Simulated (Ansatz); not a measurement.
# SbH₂+ (triplet): the correlation ladder at angle H2–Sb1–H3 = 66.0°, def2-SVP

How much of the correlation energy of SbH₂+ (triplet) does each wave-function method recover here?

Computed with Ansatz 0.2.0, Gaussian basis. Level: def2-SVP, core rule «outside noble gas», up to 9 orbitals frozen.

The runs, in order: UHF; CCSD(T) on ROHF; CCSD(T) on UHF; BCCD(T) on ROHF; CISD; CCSDT(Q) on ROHF; CCSDT(Q) on UHF; CASSCF and MRCISD+Q, 4 electrons in 4 orbitals; CASSCF and NEVPT2, 4 electrons in 4 orbitals; CASSCF and MRCISD+Q, 6 electrons in 6 orbitals; CASSCF and MRCISD+Q(relaxed), 6 electrons in 6 orbitals; CASSCF and NEVPT2, 6 electrons in 6 orbitals; Full CI.

16 further runs of the same task are left out: 12 that didn't finish, 4 set aside as unsound or not needed.

### 1 The system

The geometry derives from a PBE0/def2-TZVP stationary point (not a proven minimum). One angle is set to the value named; bond lengths are kept. No spin-orbit coupling is included. Elements past krypton take def2 core potentials.

3 atoms, charge 1, spin multiplicity 3.

Atoms are counted from 1 here; the program's logs count them from 0.

Bond lengths: Sb1–H2 1.691 Å, Sb1–H3 1.691 Å. Angles: H2–Sb1–H3 66.0°.

### 2 UHF

Contents of in.yaml:

```yaml
crystal:
  periodic: [false, false, false]
  atoms:
    - {symbol: Sb, position_ang: [0.000000, -0.023094, 0.000000]}
    - {symbol: H, position_ang: [0.000000, 1.394876, -0.920840]}
    - {symbol: H, position_ang: [0.000000, 1.394876, 0.920840]}
basis:
  gaussian: {orbitals: def2-SVP}
total_charge: 1
magnetization: {spin_polarized: true, initial_magnetization: 2}
hamiltonian: {xc: hf}
output: {orbitals: {seedname: orbitals}}
```

The run is started by

```sh
ansatz run in.yaml --threads 1 --pin off --events-out ev --progress --plain --max-ram 2393MiB
```

Further steps of the session: CCSD(T) on ROHF; CCSD(T) on UHF; BCCD(T) on ROHF; CISD; CCSDT(Q) on ROHF; CCSDT(Q) on UHF; CASSCF and MRCISD+Q, 4 electrons in 4 orbitals; CASSCF and NEVPT2, 4 electrons in 4 orbitals; CASSCF and MRCISD+Q, 6 electrons in 6 orbitals; CASSCF and MRCISD+Q(relaxed), 6 electrons in 6 orbitals; CASSCF and NEVPT2, 6 electrons in 6 orbitals; Full CI.

Before running them: what should the planned runs give, taken together? Wanted: FCI below the RHF energy; RMP2 from FCI; UMP2 from FCI; RCCSD from FCI; RCCSD(T) from FCI; UCCSD(T) from FCI; RCCSDT(Q) from FCI; UCCSDT(Q) from FCI; NEVPT2 pair from FCI.

The runs gave:

```
                         quantity                                                                                                                          value
         FCI below the RHF energy                                                                                                                     -2.7086 eV
                    RMP2 from FCI                                                                                                                     +711.1 meV
                    UMP2 from FCI                                                                                                                     +696.0 meV
                   RCCSD from FCI                                                                                                                      +86.1 meV
                RCCSD(T) from FCI                                                                                                                      +19.9 meV
                UCCSD(T) from FCI                                                                                                                       +0.4 meV
               RCCSDT(Q) from FCI                                                                                                                       -1.4 meV
               UCCSDT(Q) from FCI                                                                                                                      -21.0 meV
             NEVPT2 pair from FCI                                                                                                                     +607.5 meV
           MRCISD+Q pair from FCI                                                                                                                       -4.0 meV
          NEVPT2 valence from FCI                                                                                                                     +386.5 meV
levels within 1 kcal/mol (43 meV)  RCCSD(T), UCCSD(T), BCCD(T), RCCSDT, UCCSDT, RCCSDT(Q), UCCSDT(Q), MRCISD+Q pair, MRCISD+Q valence, MRCISD+Q(relaxed) valence
                    T1 diagnostic                                                                                                                          0.022
   effectively unpaired electrons                                                                                                                           2.05
```

**Reading.** RCCSD(T) misses by +19.9 meV, 0.7 % of the correlation energy. UCCSDT, UCCSDT(Q), MRCISD+Q pair, MRCISD+Q valence, MRCISD+Q(relaxed) valence fall below full CI: unrestricted runs freeze a spin-polarised core, another one than full CI's, and coupled cluster isn't variational. One determinant dominates. Of the multireference levels listed MRCISD+Q valence comes nearest in total energy (-2.4 meV), which doesn't show that its space is the better one. Coupled cluster took another determinant than the lowest Hartree-Fock one. These misses are within one basis, not against nature; the frozen cores of restricted and unrestricted runs differ, which can shift their rows.
